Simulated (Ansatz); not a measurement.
# C3H6BF: the cost of one run

All numbers are computed with Ansatz 0.2.0, driven from Python. Level of theory: r2SCAN0/def2-TZVP.

## Step 1: Starting point

Bond lengths: B1–C2 1.522 Å, C2–C3 1.342 Å, C3–C4 1.521 Å, C3–F5 1.361 Å, B1–H6 1.192 Å, B1–H7 1.225 Å, C2–H8 1.063 Å, C4–H9 1.044 Å, C4–H10 1.172 Å, C4–H11 1.072 Å. Angles (14 of 15 angles, heavy atoms first): B1–C2–C3 122.6°, C2–C3–C4 120.8°, C2–C3–F5 122.0°, C4–C3–F5 116.8°, B1–C2–H8 117.5°, C3–C2–H8 119.9°, C2–B1–H6 123.4°, C2–B1–H7 121.6°, C3–C4–H9 109.5°, C3–C4–H10 103.9°, C3–C4–H11 111.9°, H6–B1–H7 114.8°, H9–C4–H10 108.8°, H9–C4–H11 115.4°.

No structure file is read: the coordinates are typed or built in the script.

## Step 2: The code

Input file bde_c3h6bf.py:

```python
import ansatz as az


def energy(molecule, charge=0, unpaired=0):
    calc = (
        molecule.calculation()
        .basis(gaussian="def2-TZVP")
        .functional("r2scan0")
    )
    if charge:
        calc = calc.charge(charge)
    if unpaired:
        calc = calc.spin("collinear", total=unpaired)
    return calc.run().report["free_energy_ev"]

def without(molecule, index):
    rest = az.Crystal.molecule()
    for i, site in enumerate(molecule.cartesian_sites):
        if i != index:
            rest = rest.atom(site.symbol, site.position_ang)
    return rest


def main() -> None:
    c3h6bf = (
        az.Crystal.molecule()
        .atom("B", [-0.7525, 1.4467, 1.335])
        .atom("C", [-0.3322, 0.1258, 0.7057])
        .atom("C", [0.1709, 0.0443, -0.5357])
        .atom("C", [0.7143, -1.2721, -1.0708])
        .atom("F", [0.359, 1.1464, -1.3122])
        .atom("H", [-1.2634, 1.5293, 2.4086])
        .atom("H", [-0.6749, 2.503, 0.7201])
        .atom("H", [-0.4062, -0.7488, 1.3051])
        .atom("H", [1.0561, -1.1373, -2.0479])
        .atom("H", [-0.2234, -1.9753, -1.0915])
        .atom("H", [1.4175, -1.719, -0.3959])
    )

    whole = energy(c3h6bf, 0)
    hydrogen = energy(az.Crystal.molecule().atom("H", (0, 0, 0)), 0, 1)
    print(f"E(molecule) = {whole:.5f} eV, E(H) = {hydrogen:.5f} eV")
    for index in [6, 7, 10]:
        radical = energy(without(c3h6bf, index), 0, 1)
        print(f"H{index}: homolysis {96.485332 * (radical + hydrogen - whole):.1f} kJ/mol")
        anion = energy(without(c3h6bf, index), -1)
        print(f"H{index}: loss of a proton {96.485332 * (anion - whole):.1f} kJ/mol")


if __name__ == "__main__":
    main()
```

## Step 3: What the engine is handed

The package turns the script's settings into the engine's input (first run):

```yaml
crystal:
  periodic: [false, false, false]
  atoms:
    - { symbol: B, position_ang: [-0.7525, 1.4467, 1.335] }
    - { symbol: C, position_ang: [-0.3322, 0.1258, 0.7057] }
    - { symbol: C, position_ang: [0.1709, 0.0443, -0.5357] }
    - { symbol: C, position_ang: [0.7143, -1.2721, -1.0708] }
    - { symbol: F, position_ang: [0.359, 1.1464, -1.3122] }
    - { symbol: H, position_ang: [-1.2634, 1.5293, 2.4086] }
    - { symbol: H, position_ang: [-0.6749, 2.503, 0.7201] }
    - { symbol: H, position_ang: [-0.4062, -0.7488, 1.3051] }
    - { symbol: H, position_ang: [1.0561, -1.1373, -2.0479] }
    - { symbol: H, position_ang: [-0.2234, -1.9753, -1.0915] }
    - { symbol: H, position_ang: [1.4175, -1.719, -0.3959] }
basis:
  gaussian:
    orbitals: def2-TZVP
hamiltonian:
  xc: r2scan0
```

## Step 4: Running it

Started as:

```
$ python bde_c3h6bf.py
```

What time and memory should one allow on 1 thread of Arm Neoverse V1, shared host?

About 1.8 min, with a peak of 0.54 GiB.
